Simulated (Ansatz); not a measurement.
# Hf2N: the cost of one run

Computed with Ansatz 0.2.0 (DFT LDA, scalar-relativistic, plane waves, PAW, unless a step's input says otherwise).

2 further runs of the same task are left out: 2 set aside as unsound or not needed.

**1. Starting point**

The structure is tetragonal, space group P4_2/mnm (No. 136). The conventional cell has a = 5.252 Å, b = 5.252 Å, c = 3.201 Å, α = 90.00°, β = 90.00°, γ = 90.00°. Hf (site symmetry m2m) is surrounded by 3 N at 2.19 to 2.21 Å. N (site symmetry mmm) has 6 Hf at 2.19 to 2.21 Å in its first shell of neighbours.

Structure file:

```
CELL_PARAMETERS angstrom
5.25243 0.00000 0.00000
0.00000 5.25243 0.00000
0.00000 0.00000 3.20145
ATOMIC_POSITIONS crystal
Hf 0.29528 0.29528 0.00000
Hf 0.70472 0.70472 0.00000
Hf 0.79528 0.20472 0.50000
Hf 0.20472 0.79528 0.50000
N 0.00000 0.00000 0.00000
N 0.50000 0.50000 0.50000
```

It goes back to an entry of the Materials Project, which need not be the stable form.

This cell was relaxed beforehand with the same method: volume 14.72 Å³/atom, gap on the mesh none (metal).

**2. Dielectric function**

The input, input.yaml:

```yaml
crystal:
  lattice:
    - [5.2524320412, 0.0, 0.0]
    - [0.0, 5.2524320412, 0.0]
    - [0.0, 0.0, 3.2014546043]
  atoms:
    - { symbol: Hf, position: [0.2952757074, 0.2952757074, 0.0] }
    - { symbol: Hf, position: [0.7047242926, 0.7047242926, 0.0] }
    - { symbol: Hf, position: [0.7952757074, 0.2047242926, 0.5] }
    - { symbol: Hf, position: [0.2047242926, 0.7952757074, 0.5] }
    - { symbol: "N", position: [0.0, 0.0, 0.0] }
    - { symbol: "N", position: [0.5, 0.5, 0.5] }
basis:
  ecutwfc: 420
kpoints:
  mp_grid: { grid: [8, 8, 12] }
hamiltonian:
  xc: lda
scf:
  occupations: { method: fermi_dirac, width: 0.15 }
  n_extra_bands: 24
output:
  eigenvalues: true
  optics: { e_range: [0, 14], sigma: 0.1, nscf_kmesh: { grid: [12, 12, 18] } }
checkpoint:
  read: start.run
  write: ck
  compress: false
  write_wavefunctions: false
  write_every: 100000
```

The run is started by

```sh
> ansatz run input.yaml --threads 2 --pin off --max-ram 6144MiB --backend cpu --events-out ev --progress --plain --runs-dir out
```

Q: Estimate wall time and peak memory on 2 threads of Arm Neoverse V2, shared host.

About 10 min, with a peak of 3.8 GiB.
